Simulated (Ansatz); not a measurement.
Task: a point defect in a supercell of TiMo, space group Cmmm, with Ansatz's Python interface. Give the script and its output. Level of theory (first run): PBEsol, PAW, cutoff 450 eV, 2×2×2 k-points, Fermi-Dirac smearing of 0.1 eV.

```yaml
crystal:
  lattice:
    - [1.59357, -2.36042, 0.00000]
    - [1.59357, 2.36042, 0.00000]
    - [0.00000, 0.00000, 4.25072]
  atoms:
    - { symbol: Ti, position: [0.50000, 0.50000, 0.50000] }
    - { symbol: Mo, position: [0.00000, 0.00000, 0.00000] }
```

The script, `timo.py`:
```python
import warnings

import ansatz as az
import numpy as np

warnings.simplefilter("ignore", az.DeckWarning)

vectors = np.array([
    [1.59357, -2.36042, 0.0],
    [1.59357, 2.36042, 0.0],
    [0.0, 0.0, 4.25072],
])
xtal = (
    az.Lattice.of(vectors)
    .atom("Ti", (0.5, 0.5, 0.5))
    .atom("Mo", (0.0, 0.0, 0.0))
)
host = xtal.supercell(2, 2, 2)
defective = host.vacancy("Mo", at=(0.0, 0.0, 0.0))

def with_settings(structure):
    return (
        structure.calculation()
        .pseudopotentials("paw")
        .kpoints(spacing=0.61)
        .occupations("fermi_dirac", width=0.1)
        .functional(az.Functional.PBESOL)
        .basis(450)
        .band_table()
    )


perfect = with_settings(host).run(threads=1, pin="off").report
base = (
    with_settings(defective)
    .relax(force_tolerance=0.03, max_steps=40)
)
outcome = base.run(threads=1, pin="off")
report = outcome.report

n_host, n_defect = len(perfect["lattice"]["sites"]), len(report["lattice"]["sites"])
print(f"perfect cell: {n_host} atoms, F = {perfect['free_energy_ev']:.4f} eV")
print(f"defect cell:  {n_defect} atoms, F = {report['free_energy_ev']:.4f} eV")
print(f"difference {report['free_energy_ev'] - perfect['free_energy_ev']:.4f} eV (no chemical potentials)")

for label, run in (("perfect", perfect), ("defect", report)):
    levels, filled = np.array(run["eigenvalues_ev"][0]), np.array(run["occupations"][0])
    top = int(np.argmin(np.abs(levels - run["fermi_energy_ev"])))
    window = slice(max(top - 3, 0), top + 4)
    print(label, "levels near E_F at the first k-point:", ", ".join(f"{e - run['fermi_energy_ev']:.2f} ({f:.2f})" for e, f in zip(levels[window], filled[window])))

start = np.array([site.position for site in defective.resolved().sites])
step = np.array([site.position_frac for site in outcome.lattice.sites]) - start
moved = np.linalg.norm((step - np.round(step)) @ outcome.lattice.cell_ang, axis=1)
print("relaxation by atom (A):", " ".join(f"{site.symbol}:{d:.3f}" for site, d in zip(outcome.lattice.sites, moved)))
```

Output of `python timo.py`:
```text
perfect cell: 16 atoms, F = -58973.3103 eV
defect cell:  15 atoms, F = -54072.7642 eV
difference 4900.5462 eV (no chemical potentials)
perfect levels near E_F at the first k-point: -0.13 (1.58), -0.06 (1.29), -0.01 (1.05), -0.01 (1.05), 0.30 (0.10), 0.75 (0.00), 0.88 (0.00)
defect levels near E_F at the first k-point: -0.27 (1.87), -0.12 (1.54), -0.11 (1.50), 0.09 (0.58), 0.11 (0.50), 0.29 (0.10), 0.31 (0.08)
relaxation by atom (A): Ti:0.109 Ti:0.109 Mo:0.000 Ti:0.029 Mo:0.000 Ti:0.029 Mo:0.000 Ti:0.029 Mo:0.000 Ti:0.029 Mo:0.000 Ti:0.109 Mo:0.000 Ti:0.109 Mo:0.000
```

Absolute energies stand on the zero of these potentials, so only differences at equal settings mean something. A total without «per atom» is that of the whole cell that was run. The computed bands are complete only to about 2.1 eV above the Fermi level. For a metal this k-point mesh is coarse: on a finer one energies can move by several to tens of meV an atom and pressures by half a GPa or more, differences at one mesh by less. The difference holds no chemical potentials. Errors of mesh and smearing per atom add up over the supercell, so the energy can be off by tenths of an eV. Each cell's levels count from its own Fermi level and aren't aligned; one k-point can hide that the defect cell is metallic. This cell is a computed structure, which may not be the phase found in nature. Gaps and levels are Kohn-Sham values on a finite set of k-points, without spin-orbit coupling. The supercell is small, so the defect meets its images and the energies aren't those of an isolated defect; a partly filled defect level may also lower its energy by spin or distortion. For a charged cell the difference holds no correction, alignment or term for the electrons' reservoir. Finished in 22 s on 1 thread of AMD EPYC 9R45 96-Core Processor (Zen 5), on a shared host, peak memory 0.73 GiB.
